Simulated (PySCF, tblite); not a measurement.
# C₄H₁₀BP: geometry, infrared bands and NMR shifts

Wanted: the infrared bands and NMR shifts of C₄H₁₀BP (`[BH3-][P@@H+]1C=CCC1`), by calculation.

Programs: tblite 0.8.0 and PySCF 2.14.0, with density-fitted response routines of our own. Each step states its level of theory. These are calculated values for one molecule in the gas phase, unless marked as measured. Atoms count from 0, in the outputs and in this text.

### Step 1. Starting geometry

16 atoms, charge 0, multiplicity 1; geometry from: force field or distance geometry start.

Bonds of the start (Å): B0–P1 1.91, P1–C2 1.75, C2–C3 1.32, C3–C4 1.52, C4–C5 1.54, C5–P1 1.82, B0–H6 1.18, B0–H7 1.20, B0–H8 1.19, P1–H9 1.40, C2–H10 1.09, C3–H11 1.08, C4–H12 1.11, C4–H13 1.10, C5–H14 1.11, C5–H15 1.10.

### Step 2. Optimising the geometry with GFN2-xTB

What the job is given:

```
{"job": {"kind": "relax", "xc": "GFN2-xTB", "basis": "xTB"}, "charge": 0, "multiplicity": 1}
B      2.164500     0.541600     0.302600
P      0.699700    -0.036300    -0.773000
C     -0.583300     1.151400    -0.745200
C     -1.656200     0.750700    -0.079300
C     -1.556900    -0.617600     0.577200
C     -0.278300    -1.309200     0.074700
H      2.962200    -0.325300     0.385100
H      1.766200     0.832100     1.394900
H      2.661500     1.497800    -0.197900
H      1.073700    -0.421200    -2.061800
H     -0.525200     2.127600    -1.221600
H     -2.531600     1.372300     0.060200
H     -2.454000    -1.220300     0.316700
H     -1.514500    -0.490400     1.670300
H      0.294800    -1.738300     0.924900
H     -0.530200    -2.106100    -0.639200
```

Started as:

```
$ OMP_NUM_THREADS=1 python probes_run.py task.json out
```

This one command runs all jobs of the session in turn.

**Question.** This job is followed by: GFN2-xTB harmonic vibrations, gas phase; GIAO PBE0/pcSseg-1 NMR shielding, non-relativistic, gas phase. Predict these results of the whole session: strongest single infrared mode (GFN2-xTB); zero-point energy (GFN2-xTB); ¹³C shifts against TMS (PBE0/pcSseg-1); ¹H shifts against TMS (PBE0/pcSseg-1, means over atoms taken as alike); ¹¹B shifts against BF3·OEt2 (PBE0/pcSseg-1); ³¹P shifts against H3PO4 (PBE0/pcSseg-1); surface potential, 1st and 99th percentile.

The runs gave:

```
                                                              quantity                                               value
                             strongest single infrared mode (GFN2-xTB)                               2221 cm⁻¹, 309 km/mol
                                          zero-point energy (GFN2-xTB)                                       78.9 kcal/mol
                                ¹³C shifts against TMS (PBE0/pcSseg-1)                        155.2, 130.0, 38.4, 21.1 ppm
¹H shifts against TMS (PBE0/pcSseg-1, means over atoms taken as alike)  6.69, 6.10, 5.76, 2.93, 2.87, 2.25, 2.02, 0.87 ppm
                           ¹¹B shifts against BF3·OEt2 (PBE0/pcSseg-1)                                           -49.1 ppm
                              ³¹P shifts against H3PO4 (PBE0/pcSseg-1)                                            -1.9 ppm
                                 surface potential, 1st and 99th percentile                                  -1.49 V and 1.21 V
```

In words: Over 50 steps the energy fell by 0.335 eV; of the close pairs, P1–C2 changed most, 1.749 to 1.804 Å. All 42 modes are real, so the xTB geometry is a minimum. The strongest single mode, at 2221 cm⁻¹, moves mainly H9. GFN2-xTB is a fitted tight-binding method: band positions and strengths are rough. Its intensities can rank the bands wrongly. At PBE0/pcSseg-1: The widest tensor belongs to C3: span 218 ppm, with a paramagnetic part of -224 ppm. At PBE0/pcSseg-1, counted by nearest atom on the grid, the HOMO lies on C2, C3 about 21 % each; P1 12 %, the LUMO on C2, C3 about 31 % each; H10, H11 about 8 % each.
